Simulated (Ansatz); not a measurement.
Crystal: GeSb2Te4.

```
Te Sb Ge
1.0
     2.15929    1.24667   13.22804
    -2.15929    1.24667   13.22804
     0.00000   -2.49333   13.22804
Te Sb Ge
4 2 1
Direct
  0.70897 0.70897 0.70897
  0.29103 0.29103 0.29103
  0.56968 0.56968 0.56968
  0.43032 0.43032 0.43032
  0.85941 0.85941 0.85941
  0.14059 0.14059 0.14059
  0.00000 0.00000 0.00000
```

The cell is a database's computed one.

```yaml
Program: Ansatz 0.2.0
Task: relaxation of cell and atoms
Functional: PBEsol
Potentials_or_basis: Ansatz PAW
Cutoff: "420 eV (not typed: the program's choice for these potentials)"
k_mesh: 7 × 7 × 7
Occupations: fermi-dirac, width 0.05 eV
Spin: no spin polarisation
```

At the start: volume 30.52 Å³/atom.

How do energy, volume and symmetry change on relaxing?

It ends after 6 steps and the volume is 28.85 Å³/atom (-5.5 %); space group R-3m (No. 166, to 0.05 Å).

The path:
| step | energy change (eV) | largest force (eV/Å) | volume (Å³) |
| --- | --- | --- | --- |
| 1 | 0.0000 | 0.1080 | 213.65 |
| 2 | -0.0648 | 0.2771 | 195.97 |
| 3 | -0.1072 | 0.0549 | 202.75 |
| 4 | -0.1084 | 0.0257 | 202.13 |
| 5 | -0.1086 | 0.0041 | 201.95 |
| 6 | -0.1063 | 0.0040 | 201.95 |

Final structure:
```xyz
7
Lattice="2.1215 1.2248 12.9537 -2.1215 1.2248 12.9537 0.0000 -2.4496 12.9537" Properties=species:S:1:pos:R:3 pbc="T T T"
Te    0.0000    0.0000   27.5216
Te    0.0000    0.0000   11.3397
Te    0.0000    0.0000   22.1677
Te    0.0000    0.0000   16.6936
Sb    0.0000    0.0000   33.3651
Sb    0.0000    0.0000    5.4961
Ge    0.0000    0.0000    0.0000
```

Caveat: the plane-wave basis is chosen anew once the cell has moved, so the energies of steps on either side of that aren't comparable; the PAW data sets come from PBE, with cores solved anew for the run's functional, which leaves a small shift of forces and pressure.
